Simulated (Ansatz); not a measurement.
The system is VW2C3.

```xyz
6
Lattice="-1.5245 2.1619 4.5850 1.5245 -2.1619 4.5850 1.5245 2.1619 -4.5850" Properties=species:S:1:pos:R:3 pbc="T T T"
W     0.0000    2.1619    3.0630
W     1.5245    0.0000    1.5221
V     0.0000    2.1619    0.0000
C     0.0000    0.0000    3.1090
C     0.0000    0.0000    6.0611
C     0.0000    0.0000    0.0000
```

The cell comes from a database or a generator and needn't be the stable form of this composition.

Base run:

| Quantity | Value |
| --- | --- |
| Program | Ansatz 0.2.0 |
| Functional | r2SCAN |
| Potentials or basis | Ansatz PAW |
| Cutoff | 500 eV (not typed: the program's choice for these potentials) |
| k mesh | 11 × 11 × 11 |
| Occupations | fermi-dirac, width 0.05 eV |
| Spin | collinear spin, ferromagnetic start |
| Starting moments | [0.0, 0.0, 2.0, 0.0, 0.0, 0.0] μB |

Its results: band gap on the k mesh none (metal or under the smearing width); pressure -3.8 GPa; net moment 0.68 μB per cell; largest force 0.107 eV/Å.

Q: The run is repeated on the same cell with these changes: functional from r2SCAN to LDA; cutoff from 500 eV (not typed: the program's choice for these potentials) to 420 eV (not typed: the program's choice for these potentials). What comes out?

A: Band gap on the k mesh none (metal or under the smearing width); pressure -16.2 GPa; net moment 0.00 μB per cell; largest force 0.062 eV/Å.

Caveats: spin-orbit coupling is left out, which moves the levels of the heavy elements; the PAW data sets come from PBE, with cores solved anew for the run's functional, which leaves a small shift of forces and pressure; the magnetic or orbital state may not be the lowest (some runs); the starting moments weren't kept (some runs).
